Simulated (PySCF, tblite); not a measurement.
# C₆H₁₃AlCl₂: geometry, infrared bands and NMR shifts

Aim: predict the infrared bands and NMR shifts of C₆H₁₃AlCl₂ (`CCC[C](C)(C)[Al]([Cl])[Cl]`).

Computed with tblite 0.8.0 and PySCF 2.14.0, with density-fitted response routines of our own, on a single molecule in the gas phase. Atoms count from 0, in the outputs and in this text.

**1. The starting structure**

22 atoms, charge 0, multiplicity 1; geometry from: force field or distance geometry start.

Bonds of the start (Å): C0–C1 1.54, C1–C2 1.50, C2–C3 1.53, C3–C4 1.48, C3–C5 1.52, C3–Al6 2.01, Al6–Cl7 2.20, Al6–Cl8 2.24, C0–H9 1.10, C0–H10 1.12, C0–H11 1.08, C1–H12 1.10, C1–H13 1.12, C2–H14 1.10, C2–H15 1.10, C4–H16 1.12, C4–H17 1.11, C4–H18 1.12, C5–H19 1.09, C5–H20 1.09, C5–H21 1.13.

**2. Geometry optimisation with GFN2-xTB**

The job: settings as JSON, then the geometry in Å.

```
{"job": {"kind": "relax", "xc": "GFN2-xTB", "basis": "xTB"}, "charge": 0, "multiplicity": 1}
C      2.829900    -0.413900    -0.255500
C      1.345300    -0.605700    -0.631300
C      0.582000     0.312700     0.275100
C     -0.929500     0.272500     0.048800
C     -1.362700     0.626600    -1.318200
C     -1.482800     1.287500     1.029400
Al    -1.681700    -1.501200     0.632900
Cl    -0.901500    -3.416600    -0.126400
Cl    -2.726500    -1.584200     2.608200
H      3.252100    -1.404800    -0.016500
H      2.873800     0.178500     0.691800
H      3.315200     0.147000    -1.041300
H      1.089000    -1.662500    -0.490100
H      1.276400    -0.301300    -1.702200
H      0.725300    -0.037500     1.311800
H      0.966900     1.337700     0.158100
H     -1.044100    -0.093600    -2.110800
H     -1.033700     1.652800    -1.575500
H     -2.483500     0.679500    -1.393400
H     -2.523500     1.127400     1.295700
H     -1.245900     2.283300     0.649400
H     -0.850800     1.135100     1.959200
```

The run is started by

```sh
> OMP_NUM_THREADS=1 python probes_run.py task.json out
```

The driver reads the jobs from task.json and runs them one after another.

**Question.** This job is followed by: GFN2-xTB harmonic vibrations, gas phase; GIAO PBE0/pcSseg-1 NMR shielding, non-relativistic, gas phase. What will the session give for the following? strongest single infrared mode (GFN2-xTB); zero-point energy (GFN2-xTB); 13C shifts against TMS (PBE0/pcSseg-1, means over atoms taken as alike); 1H shifts against TMS (PBE0/pcSseg-1, means over atoms taken as alike); 27Al shifts against AlH4- (PBE0/pcSseg-1); 35Cl shifts against HCl (PBE0/pcSseg-1, means over atoms taken as alike).

As calculated:

| quantity | value |
| --- | --- |
| strongest single infrared mode (GFN2-xTB) | 2726 cm⁻¹, 325 km/mol |
| zero-point energy (GFN2-xTB) | 111.7 kcal/mol |
| 13C shifts against TMS (PBE0/pcSseg-1, means over atoms taken as alike) | 48.2, 43.9, 39.7, 28.5, 17.6 ppm |
| 1H shifts against TMS (PBE0/pcSseg-1, means over atoms taken as alike) | 1.27, 1.23, 1.17, 1.14 ppm |
| 27Al shifts against AlH4- (PBE0/pcSseg-1) | 115.9 ppm |
| 35Cl shifts against HCl (PBE0/pcSseg-1, means over atoms taken as alike) | 36 ppm |

**Reading.** Over 179 steps the energy fell by 1.275 eV; of the close pairs, Al6–Cl8 changed most, 2.236 to 2.038 Å. All 60 modes are real, so the xTB geometry is a minimum. The strongest single mode, at 2726 cm⁻¹, moves mainly H12. GFN2-xTB is a fitted tight-binding method: band positions and strengths are rough. Its intensities can rank the bands wrongly. At PBE0/pcSseg-1: The largest span, 257 ppm, is at Cl7, Cl8, where the paramagnetic term is -236 ppm.
